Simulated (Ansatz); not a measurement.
# LaP: the cost of one run

Method: DFT r2SCAN, scalar-relativistic, plane waves, PAW, in Ansatz 0.2.0.

## 1. Starting point

Symmetry: P4/mmm, No. 123, tetragonal system. Conventional cell: a = 3.527 Å, b = 3.527 Å, c = 3.015 Å, α = 90.00°, β = 90.00°, γ = 90.00°. La (site symmetry 4/mmm) is surrounded by 8 P at 2.91 Å and 2 La at 3.02 Å. Around P (site symmetry 4/mmm) lie 8 La at 2.91 Å.

Structure file:

```
La P
1.0
     3.52659    0.00000    0.00000
     0.00000    3.52659    0.00000
     0.00000    0.00000    3.01524
La P
1 1
Cartesian
  0.0000 0.0000 0.0000
  1.7633 1.7633 1.5076
```

## 2. Relaxing cell and atoms: LaP, no spin, 30 GPa

File input.yaml:

```yaml
crystal:
  lattice:
    - [3.526590644, 0.0, 0.0]
    - [0.0, 3.526590644, 0.0]
    - [0.0, 0.0, 3.0152350006]
  atoms:
    - { symbol: La, position: [0.0, 0.0, 0.0] }
    - { symbol: P, position: [0.5, 0.5, 0.5] }
scf:
  occupations: { method: gaussian, width: 0.05 }
output:
  forces: true
  stress: true
  eigenvalues: true
  write_density: true
  write_potential: true
  elf: true
  volumetric_format: npy
kpoints:
  mp_grid: { grid: [12, 12, 14] }
hamiltonian:
  xc: r2scan
relax:
  f_tol: 0.005
  max_steps: 60
  cell: { stress_tol: 0.03, p_target: 30.0 }
```

Run with:

```
$ ansatz run input.yaml --threads 4 --pin off --max-ram 10240MiB --backend cpu --events-out ev --progress --plain --runs-dir out
```

**Question.** How long does this run take on 4 threads of Intel Xeon 6975P-C (Granite Rapids), shared host, and how much memory does it need?

About 12 s, with a peak of 0.61 GiB.
